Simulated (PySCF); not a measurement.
**SiSb⁻ with other numerical set-ups**

Aim: see how much the energy and properties of SiSb⁻ depend on the numerical set-up.

Computed with PySCF 2.14.0. Level: method and basis as typed in the scripts.

3 further runs of the same task are left out: 3 that didn't finish.

## Step 1: Where the work starts

SiSb⁻: 2 atoms, charge -1, spin multiplicity 1.

Bond lengths: Si1–Sb2 2.451 Å.

## Step 2: The base run

Contents of input.py:

```python
from pyscf import gto, dft

mol = gto.M(
    atom='Si 0 0 0; Sb 0 0 2.451',
    basis='sbkjc',
    ecp={'Si': 'sbkjc', 'Sb': 'sbkjc'},
    charge=-1,
    spin=0,
    verbose=3,
)
mf = dft.RKS(mol, xc='mn15l')
mf.kernel()
mf.dip_moment()
print('orbital energies (hartree):', mf.mo_energy[..., max(0, mol.nelec[1]-3):mol.nelec[0]+3].round(4))
```

The run is started by

```bash
OMP_NUM_THREADS=1 python input.py
```

The log of this run is left out.

In short: E(SCF) = -9.273382 Eh.

The bond length is a typed value, not an optimised one. The dipole of an ion depends on the origin.

## Step 3: Def2-svp

Variant 1 changes basis set: sbkjc → def2-svp. The core potential changes with it: totals don't compare.

Contents of input.py:

```python
from pyscf import gto, dft

mol = gto.M(
    atom='Si 0 0 0; Sb 0 0 2.451',
    basis='def2-svp',
    ecp={'Sb': 'def2-svp'},
    charge=-1,
    spin=0,
    verbose=3,
)
mf = dft.RKS(mol, xc='mn15l')
mf.kernel()
mf.dip_moment()
print('orbital energies (hartree):', mf.mo_energy[..., max(0, mol.nelec[1]-3):mol.nelec[0]+3].round(4))
```

The run is started by

```bash
OMP_NUM_THREADS=1 python input.py
```

## Step 4: Cartesian functions on

Variant 2 changes Cartesian functions: off → on.

input.py: that of step 2 with these lines changed.

```diff
@@ -8,2 +8,3 @@
     spin=0,
+    cart=True,
     verbose=3,
```

## Step 5: X2c-svpall (core potential off, X2C on)

Variant 3 changes basis set: sbkjc → x2c-svpall; core potential: on → off; spin-free X2C: off → on. The core potential changes with it: totals don't compare.

input.py: that of step 2 with these lines changed.

```diff
@@ -4,4 +4,3 @@
     atom='Si 0 0 0; Sb 0 0 2.451',
-    basis='sbkjc',
-    ecp={'Si': 'sbkjc', 'Sb': 'sbkjc'},
+    basis='x2c-svpall',
     charge=-1,
@@ -11,2 +10,3 @@
 mf = dft.RKS(mol, xc='mn15l')
+mf = mf.sfx2c1e()
 mf.kernel()
```

## Step 6: Integration grid (50, 194)

Variant 4 changes integration grid: default → (50, 194).

input.py: that of step 2 with these lines changed.

```diff
@@ -11,2 +11,3 @@
 mf = dft.RKS(mol, xc='mn15l')
+mf.grids.atom_grid = (50, 194)
 mf.kernel()
```

## Step 7: Lanl2dz

Variant 5 changes basis set: sbkjc → lanl2dz. The core potential changes with it: totals don't compare.

input.py: that of step 2 with these lines changed.

```diff
@@ -4,4 +4,4 @@
     atom='Si 0 0 0; Sb 0 0 2.451',
-    basis='sbkjc',
-    ecp={'Si': 'sbkjc', 'Sb': 'sbkjc'},
+    basis='lanl2dz',
+    ecp={'Si': 'lanl2dz', 'Sb': 'lanl2dz'},
     charge=-1,
```

Q: Predict the outcome of this session. Wanted: for each run, E(SCF); from base; gap.

The runs gave:

| run | E(SCF) (hartree) | from base (eV) | gap (eV) | functions |
| --- | --- | --- | --- | --- |
| base | -9.273382 | 0 | n/a | 16 |
| def2-svp | -528.784860 | not comparable | n/a | 44 |
| Cartesian functions on | -9.273382 | 0.0000 | n/a | n/a |
| x2c-svpall (core potential off, X2C on) | -6773.846389 | not comparable | 2.42 | 54 |
| integration grid (50, 194) | -9.273384 | -0.0001 | n/a | 16 |
| lanl2dz | -9.235951 | not comparable | n/a | 16 |

What this shows: No change of the SCF energy comes from Cartesian functions on or integration grid (50, 194). The dearest run is “x2c-svpall (core potential off, X2C on)”, at 7.9 s against 2.2 s.
